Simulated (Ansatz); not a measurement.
Predict the output of the script below (the Ansatz DFT code, driven from Python).

Input file `POSCAR`:
```text
Sr2TbCrO6
1.0
   0.00000000    4.10687049    4.10687049
   4.10687049    0.00000000    4.10687049
   4.10687049    4.10687049    0.00000000
Sr Tb Cr O
2 1 1 6
Direct
   0.25000000    0.25000000    0.25000000
   0.75000000    0.75000000    0.75000000
   0.50000000    0.50000000    0.50000000
   0.00000000    0.00000000    0.00000000
   0.76967105    0.23032895    0.23032895
   0.23032895    0.76967105    0.76967105
   0.23032895    0.76967105    0.23032895
   0.76967105    0.23032895    0.76967105
   0.23032895    0.23032895    0.76967105
   0.76967105    0.76967105    0.23032895
```

`plan.py`
```python
import warnings

import ansatz as az
from ase.io import read

warnings.simplefilter("ignore", az.DeckWarning)

atoms = read("POSCAR", format="vasp")
structure = az.Crystal.from_ase(atoms).moments(Tb=6, Cr=3)

calc = (
    structure.calculation()
    .functional("r2scan")
    .basis(500)
    .kpoints(5)
    .occupations("cold", width=0.1)
    .spin(az.SpinTreatment.COLLINEAR)
    .hubbard("Tb", "f", u_eff=4.0)
    .hubbard("Cr", "d", u_eff=2.0)
)
session = calc.session()
print("features:", ", ".join(session.active_features))
print("SCF threshold (eV):", session.dr2_threshold)
planned = session.plan(dry_run=True)
told = planned.describe()
for name in ("ecut_ev", "ecutrho_ev", "n_bands", "nominal_top_band", "n_pw_range", "fft_dense", "fft_smooth", "n_sym_ops", "cell_volume_ang3"):
    print(f"{name:18s} {told[name]}")
for notice in planned.prep()["deck_notices"]:
    print("resolved:", notice["kind"])
```

```console
$ python plan.py
features: FinerXcGrid, AnyPaw, Paw, Mgga, R2scan, Hubbard, HubbardAllElectronProjectors, FractionalOccupations, ColdSmearing, CollinearSpin
SCF threshold (eV): 1e-07
ecut_ev            500.0
ecutrho_ev         2000.0
n_bands            59
nominal_top_band   45
n_pw_range         [3492, 3545]
fft_dense          [45, 45, 45]
fft_smooth         [45, 45, 45]
n_sym_ops          48
cell_volume_ang3   138.53611947939208
resolved: cutoff_auto_derived
resolved: projection_atom
resolved: projection_atom
resolved: projection_atom
resolved: projection_atom
resolved: n_bands_auto_derived
resolved: mixing_algorithm_auto_resolved
resolved: check_enabled
```

The structure comes from a database and needn't be a stable phase.
